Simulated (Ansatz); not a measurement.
# CH3BClNOTe: how energies converge with the basis set

An exercise on one series of results from a longer session: the logs are not shown, and one member is left open.

Computed with Ansatz 0.2.0, Gaussian basis. Level: one geometry, several basis sets.

The runs, in order: PBE0-D4/def2-SVP; ωB97M-V/def2-SVP; PBE0-D4/def2-QZVPP; ωB97M-V/def2-QZVPP; the functionals' def2-TZVPP values are taken from earlier runs.

## Structure used throughout

The geometry comes from an earlier relaxation with PBE0-D4 in a triple-zeta def2 set; it is a stationary point, not always the lowest conformer. Te takes the def2 core potential; no spin-orbit term is included.

SMILES `OC1([TeH])NB1Cl`, 9 atoms, charge 0, spin multiplicity 1.

Atoms are counted from 1 here; the program's logs count them from 0.

Bond lengths: O1–C2 1.396 Å, O1–H7 0.962 Å, C2–Te3 2.166 Å, C2–N4 1.433 Å, C2–B5 1.551 Å, Te3–H8 1.661 Å, N4–B5 1.351 Å, N4–H9 1.007 Å, B5–Cl6 1.718 Å. Angles: C2–O1–H7 108.0°, O1–C2–Te3 112.6°, O1–C2–N4 112.8°, O1–C2–B5 122.1°, Te3–C2–N4 119.6°, Te3–C2–B5 122.4°, N4–C2–B5 53.6°, C2–Te3–H8 93.2°, C2–N4–B5 67.6°, C2–N4–H9 134.3°, B5–N4–H9 158.0°, C2–B5–N4 58.7°, C2–B5–Cl6 155.9°, N4–B5–Cl6 145.3°.

Coordinates:

```
O    -0.2179   -1.2818    0.8197
C    -0.1085   -0.1810   -0.0310
Te    0.8486   -0.6750   -1.9097
N     0.2636    1.0195    0.6584
B    -0.9842    1.0872    0.1463
Cl   -2.3997    2.0499   -0.0034
H    -0.5627   -2.0196    0.3074
H     2.1656   -1.3613   -1.1661
H     1.0836    1.3159    1.1613
```

The first run:

in.yaml reads:

```yaml
crystal:
  periodic: [false, false, false]
  atoms:
    - {symbol: O, position_ang: [-0.217935, -1.281768, 0.819727]}
    - {symbol: C, position_ang: [-0.108505, -0.180951, -0.031032]}
    - {symbol: Te, position_ang: [0.848615, -0.675005, -1.909728]}
    - {symbol: N, position_ang: [0.263625, 1.019461, 0.658439]}
    - {symbol: B, position_ang: [-0.984180, 1.087185, 0.146271]}
    - {symbol: Cl, position_ang: [-2.399731, 2.049850, -0.003438]}
    - {symbol: H, position_ang: [-0.562683, -2.019636, 0.307394]}
    - {symbol: H, position_ang: [2.165648, -1.361343, -1.166075]}
    - {symbol: H, position_ang: [1.083649, 1.315907, 1.161342]}
basis:
  gaussian: {orbitals: def2-SVP}
hamiltonian: {xc: pbe0, dispersion: d4}
output: {orbitals: {seedname: orbitals}}
```

On the command line:

```
> ansatz run in.yaml --threads 4 --pin off --events-out ev --progress --plain --max-ram 10444MiB
```

Steps of the session up to this table: PBE0-D4 in def2-SVP; ωB97M-V in def2-SVP; PBE0-D4 in def2-QZVPP; ωB97M-V in def2-QZVPP.

One table of the session follows, with a row left open; its other results are not shown here.

It belongs to the step «Density functionals: the series». 

```
functional       basis  HOMO (eV)
   PBE0-D4    def2-SVP          ?
   PBE0-D4  def2-TZVPP      -6.32
   PBE0-D4  def2-QZVPP      -6.35
   ωB97M-V    def2-SVP      -8.28
   ωB97M-V  def2-TZVPP      -8.45
   ωB97M-V  def2-QZVPP      -8.48
```

**Question.** Estimate the row for PBE0-D4, def2-SVP.

**Answer.** HOMO (eV): -6.18. In the column «HOMO (eV)» it is the highest.
